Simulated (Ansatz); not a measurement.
# C3H8OSi: up Jacob's ladder to CCSD(T)

An exercise on one series of results from a longer session: the logs are not shown, and one member is left open.

Computed with Ansatz 0.2.0, Gaussian basis. Level: functionals in def2-TZVPP, the program's frozen cores in correlated methods.

Levels to be run: LDA (SPW92), PBE-D4, revPBE-D4, BLYP-D4, r2SCAN-D4, B97M-V, PBE0-D4, B3LYP-D4, r2SCANh-D4, r2SCAN0-D4, HSE06-D4, BHLYP-D4, CAM-B3LYP-D4, LC-ωPBE, ωB97X-V, ωB97M-V, B2PLYP, PBE-QIDH; CCSD(T)/def2-SVP; CCSD(T)/def2-TZVPP; MP2/def2-QZVPP; extrapolation to the limit; RPA on PBE.

## The geometry

An earlier PBE0-D4 in a triple-zeta def2 set relaxation fixed the geometry.

SMILES `CC1C[SiH2]O1`, 13 atoms, charge 0, spin multiplicity 1.

Atoms are counted from 1 here; the program's logs count them from 0.

Bond lengths: C1–C2 1.505 Å, C1–H6 1.092 Å, C1–H7 1.093 Å, C1–H8 1.093 Å, C2–C3 1.552 Å, C2–O5 1.457 Å, C2–H9 1.095 Å, C3–Si4 1.869 Å, C3–H10 1.090 Å, C3–H11 1.089 Å, Si4–O5 1.666 Å, Si4–H12 1.489 Å, Si4–H13 1.488 Å. Angles: C2–C1–H6 110.5°, C2–C1–H7 110.3°, C2–C1–H8 110.5°, H6–C1–H7 108.7°, H6–C1–H8 108.3°, H7–C1–H8 108.6°, C1–C2–C3 115.4°, C1–C2–O5 110.3°, C1–C2–H9 110.1°, C3–C2–O5 101.4°, C3–C2–H9 111.2°, O5–C2–H9 107.9°, C2–C3–Si4 82.9°, C2–C3–H10 113.1°, C2–C3–H11 114.6°, Si4–C3–H10 116.6°, Si4–C3–H11 118.1°, H10–C3–H11 109.4° and more.

Coordinates:

```
C    -1.45572    0.40242   -0.84055
C    -0.60842   -0.13978    0.27909
C     0.65622   -0.92313   -0.16317
Si    1.53251    0.37476    0.85746
O    -0.01869    0.95288    1.04193
H    -2.24239    1.04828   -0.44554
H    -1.92131   -0.41711   -1.39430
H    -0.84553    0.98794   -1.53312
H    -1.22305   -0.73464    0.96322
H     0.82276   -0.89280   -1.24016
H     0.69156   -1.95593    0.17955
H     2.17352   -0.06133    2.12828
H     2.45903    1.32363    0.18220
```

The first run:

Input file in.yaml:

```yaml
crystal:
  periodic: [false, false, false]
  atoms:
    - {symbol: C, position_ang: [-1.455721, 0.402421, -0.840550]}
    - {symbol: C, position_ang: [-0.608421, -0.139775, 0.279095]}
    - {symbol: C, position_ang: [0.656220, -0.923130, -0.163171]}
    - {symbol: Si, position_ang: [1.532513, 0.374764, 0.857464]}
    - {symbol: O, position_ang: [-0.018687, 0.952875, 1.041927]}
    - {symbol: H, position_ang: [-2.242390, 1.048284, -0.445540]}
    - {symbol: H, position_ang: [-1.921306, -0.417108, -1.394298]}
    - {symbol: H, position_ang: [-0.845534, 0.987941, -1.533118]}
    - {symbol: H, position_ang: [-1.223046, -0.734644, 0.963223]}
    - {symbol: H, position_ang: [0.822760, -0.892797, -1.240157]}
    - {symbol: H, position_ang: [0.691558, -1.955929, 0.179550]}
    - {symbol: H, position_ang: [2.173517, -0.061328, 2.128277]}
    - {symbol: H, position_ang: [2.459033, 1.323626, 0.182199]}
basis:
  gaussian: {orbitals: def2-TZVPP}
hamiltonian: {xc: lda}
output: {orbitals: {seedname: orbitals}}
```

The run is started by

```bash
ansatz run in.yaml --threads 4 --pin off --events-out ev --progress --plain --max-ram 10444MiB
```

Among the steps run: LDA; PBE-D4 (GGA); revPBE-D4 (GGA); BLYP-D4 (GGA); r2SCAN-D4 (meta-GGA); B97M-V (meta-GGA); B3LYP-D4 (hybrid); r2SCANh-D4 (hybrid); r2SCAN0-D4 (hybrid); HSE06-D4 (hybrid); BHLYP-D4 (hybrid); CAM-B3LYP-D4 (range-separated); LC-ωPBE (range-separated); ωB97X-V (range-separated); ωB97M-V (range-separated); B2PLYP (double hybrid); PBE-QIDH (double hybrid).

One table of the session follows, with a row left open; its other results are not shown here.

It belongs to the step «Orbital energies across the functionals». 

```
  functional  HOMO (eV)  gap (eV)
 LDA (SPW92)      -6.44      5.34
      PBE-D4      -6.34      5.47
   revPBE-D4      -6.29      5.53
     BLYP-D4      -6.25      5.51
   r2SCAN-D4      -6.65      6.18
      B97M-V      -6.81      6.14
     PBE0-D4      -7.83      7.84
    B3LYP-D4      -7.61      7.39
  r2SCANh-D4      -7.21      7.03
  r2SCAN0-D4      -8.05      8.30
    HSE06-D4      -7.42      7.06
    BHLYP-D4      -9.28     10.14
CAM-B3LYP-D4      -9.26     10.24
     LC-ωPBE     -10.58     12.74
     ωB97X-V     -10.27     12.28
     ωB97M-V          ?         ?
```

**Question.** Estimate the row for ωB97M-V.

The run gave: HOMO (eV): -10.18; gap (eV): 11.85. In the column «HOMO (eV)» it lies between ωB97X-V (-10.27) and BHLYP-D4 (-9.28).
